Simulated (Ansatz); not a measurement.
# Si2H3Cl3: up Jacob's ladder to CCSD(T)

Aim: compute Si2H3Cl3 with functionals from several rungs and with coupled cluster, and see how far each lands from CCSD(T) at the basis-set limit for the atomisation energy.

The runs use Ansatz 0.2.0, Gaussian basis; functionals in def2-TZVPP, the program's frozen cores in correlated methods.

The runs, in order: LDA (SPW92), PBE-D4, revPBE-D4, BLYP-D4, r2SCAN-D4, B97M-V, PBE0-D4, B3LYP-D4, r2SCANh-D4, r2SCAN0-D4, HSE06-D4, BHLYP-D4, CAM-B3LYP-D4, LC-ωPBE, ωB97X-V, ωB97M-V, B2PLYP, PBE-QIDH; CCSD(T)/def2-SVP; CCSD(T)/def2-TZVPP; MP2/def2-QZVPP; extrapolation to the limit; RPA on PBE.

### Step 1. Structure used throughout

All runs share one geometry, relaxed beforehand with PBE0-D4 in a triple-zeta def2 set.

SMILES `Cl[SiH2][SiH](Cl)Cl`, 8 atoms, charge 0, spin multiplicity 1.

Atoms are counted from 1 here; the program's logs count them from 0.

Bond lengths: Cl1–Si2 2.056 Å, Si2–Si3 2.338 Å, Si2–H6 1.484 Å, Si2–H7 1.482 Å, Si3–Cl4 2.047 Å, Si3–Cl5 2.052 Å, Si3–H8 1.480 Å. Angles: Cl1–Si2–Si3 108.2°, Cl1–Si2–H6 108.6°, Cl1–Si2–H7 109.1°, Si3–Si2–H6 110.6°, Si3–Si2–H7 110.0°, H6–Si2–H7 110.3°, Si2–Si3–Cl4 109.1°, Si2–Si3–Cl5 107.6°, Si2–Si3–H8 114.7°, Cl4–Si3–Cl5 109.8°, Cl4–Si3–H8 107.8°, Cl5–Si3–H8 107.9°.

### Step 2. LDA

This LDA is Slater exchange with PW92 correlation.

Contents of in.yaml:

```yaml
crystal:
  periodic: [false, false, false]
  atoms:
    - {symbol: Cl, position_ang: [-0.458726, 0.128409, 2.609592]}
    - {symbol: Si, position_ang: [-0.094290, 0.920778, 0.747297]}
    - {symbol: Si, position_ang: [0.244634, -0.847419, -0.744068]}
    - {symbol: Cl, position_ang: [-1.463117, -1.970546, -0.847971]}
    - {symbol: Cl, position_ang: [0.656667, -0.037564, -2.583772]}
    - {symbol: H, position_ang: [1.114063, 1.777978, 0.825061]}
    - {symbol: H, position_ang: [-1.266758, 1.723236, 0.324478]}
    - {symbol: H, position_ang: [1.359629, -1.751973, -0.386418]}
basis:
  gaussian: {orbitals: def2-TZVPP}
hamiltonian: {xc: lda}
output: {orbitals: {seedname: orbitals}}
```

The run is started by

```
$ ansatz run in.yaml --threads 4 --pin off --events-out ev --progress --plain --max-ram 10444MiB
```

Further steps of the session: PBE-D4 (GGA); revPBE-D4 (GGA); BLYP-D4 (GGA); r2SCAN-D4 (meta-GGA); B97M-V (meta-GGA); B3LYP-D4 (hybrid); r2SCANh-D4 (hybrid); r2SCAN0-D4 (hybrid); HSE06-D4 (hybrid); BHLYP-D4 (hybrid); CAM-B3LYP-D4 (range-separated); LC-ωPBE (range-separated); ωB97X-V (range-separated); ωB97M-V (range-separated); B2PLYP (double hybrid); PBE-QIDH (double hybrid); CCSD(T) in def2-SVP; CCSD(T) in def2-TZVPP; MP2 in def2-QZVPP; RPA on PBE orbitals.

Before running them: what should the planned runs give, taken together? Wanted: atomisation energy, CCSD(T)/CBS; farthest beyond LDA; mean size of error, GGA; mean size of error, meta-GGA; mean size of error, hybrid; mean size of error, range-separated; mean size of error, double hybrid; gap, smallest and largest; T1 diagnostic.

**Answer**, as computed:

| quantity | value |
| --- | --- |
| atomisation energy, CCSD(T)/CBS | 2434.6 kJ/mol |
| functionals within 12.2 kJ/mol (0.5 %) | PBE-D4, r2SCAN-D4, r2SCANh-D4, ωB97M-V |
| farthest beyond LDA | BHLYP-D4 (-65.8 kJ/mol) |
| mean size of error, GGA | 39.7 kJ/mol |
| mean size of error, meta-GGA | 20.9 kJ/mol |
| mean size of error, hybrid | 25.3 kJ/mol |
| mean size of error, range-separated | 27.2 kJ/mol |
| mean size of error, double hybrid | 41.1 kJ/mol |
| gap, smallest and largest | 4.93 eV (LDA (SPW92)), 11.95 eV (LC-ωPBE) |
| T1 diagnostic | 0.0098 |
| triples share of the correlation energy | 4.1 % |

The LDA atomisation energy is off by 284.6 kJ/mol (12 %): it overbinds. PBE-D4 is off by -3.4 kJ/mol. Double hybrids carry the basis error of their MP2 part in triple zeta, and no dispersion term here, so their miss is partly the set-up's. Taken by rung, meta-GGA functionals do best (20.9 kJ/mol on average) and double hybrid ones worst beyond LDA (41.1 kJ/mol). GGA functionals lie within the reference's doubt of that worst mean (39.7 kJ/mol), so those two tie. The gap between the best rungs is small, so their order is not settled. The reference freezes the cores and leaves out relativity and excitations past (T), so misses under about 12.2 kJ/mol can't be ranked. Hartree-Fock recovers 75 % of the binding; the rest is correlation. CCSD(T) in def2-SVP is off by -235.7 kJ/mol, more than most functionals: a good method in a small basis is no reference. The gap grows from 4.9 to 12.0 eV across the functionals, mostly with the share of exact exchange.
